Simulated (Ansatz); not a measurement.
Working through a ladder of methods at one geometry of CH₃NOSi, SMILES O=C=N[SiH3]

Computed with the Ansatz DFT code, driven from Python.

Typed at the interpreter:
```pycon
>>> from pathlib import Path
>>> import warnings
>>> import ansatz
>>> import numpy as np
>>> GEOMETRY = """
... O     0.96550   -2.48480    1.47640
... C     0.70490   -1.45770    0.85880
... N     0.46510   -0.47440    0.24500
... Si   -0.28950    0.82490   -0.49910
... H     0.60840    1.71970   -1.16250
... H    -1.13510    1.55730    0.53840
... H    -1.25800    0.24690   -1.50270
... """
>>> warnings.simplefilter("ignore", ansatz.DeckWarning)
>>> molecule = ansatz.Crystal.molecule()
>>> for line in GEOMETRY.strip().splitlines():
...     symbol, *xyz = line.split()
...     molecule = molecule.atom(symbol, [float(v) for v in xyz])
...
>>> calculation = molecule.calculation().basis(gaussian="cc-pVDZ")
>>> print("functional    E (Ha)        dipole (D)   HOMO (eV)  LUMO (eV)")
functional    E (Ha)        dipole (D)   HOMO (eV)  LUMO (eV)
>>> for name in ["hf", "lda", "hse06", "pbe0"]:
...     rep = calculation.functional(name).forces().orbitals().run(threads=1, runs_dir="runs").report
...     lines = Path(rep["orbitals_path"]).read_text().splitlines()
...     field_of = lambda key: [line.split("=")[1].strip() for line in lines if line.startswith(key)]
...     orbitals = [(27.211386 * float(e), s, float(n)) for e, s, n in zip(field_of("Ene="), field_of("Spin="), field_of("Occup="))]
...     homo = max(e for e, _, n in orbitals if n > 0.5)
...     lumo = min(e for e, _, n in orbitals if n < 0.5)
...     dipole = 4.803205 * np.linalg.norm(rep["charge_distribution"]["dipole_moment_e_ang"])
...     print(f"{name:10s} {rep['free_energy_ev'] / 27.211386246:14.6f} {dipole:9.3f} {homo:11.3f} {lumo:10.3f}")
...
hf            -457.894355     2.667     -11.905      3.771
lda           -456.888672     2.223      -7.185     -0.757
hse06         -459.077015     2.314      -8.090     -0.003
pbe0          -459.091249     2.317      -8.488      0.380
```

Caveats:
- Total energies depend on the basis set; only differences at equal settings carry meaning.
- The geometry is a force-field or estimated start, not a minimum of this method, and the basis set is short of its limit. A lower total doesn't mark the better method: functionals have no common bound, and MP2 and coupled cluster aren't variational.
- Levels such as HOMO and LUMO are orbital energies: with these approximate functionals they aren't the ionisation energy and electron affinity, and their gap isn't the fundamental gap.
- For Al to Cl the sets with a tight d function, cc-pV(X+d)Z, are usual.
- hse06 follows the composition of plane-wave codes, whose totals differ by tens of mHa, up to about 0.1 Ha, from the form usual in Gaussian-basis programs (wpbeh).
- Wall time of the script: 6 s on 1 thread of Arm Neoverse V2 (shared host), peak memory 0.2 GiB.
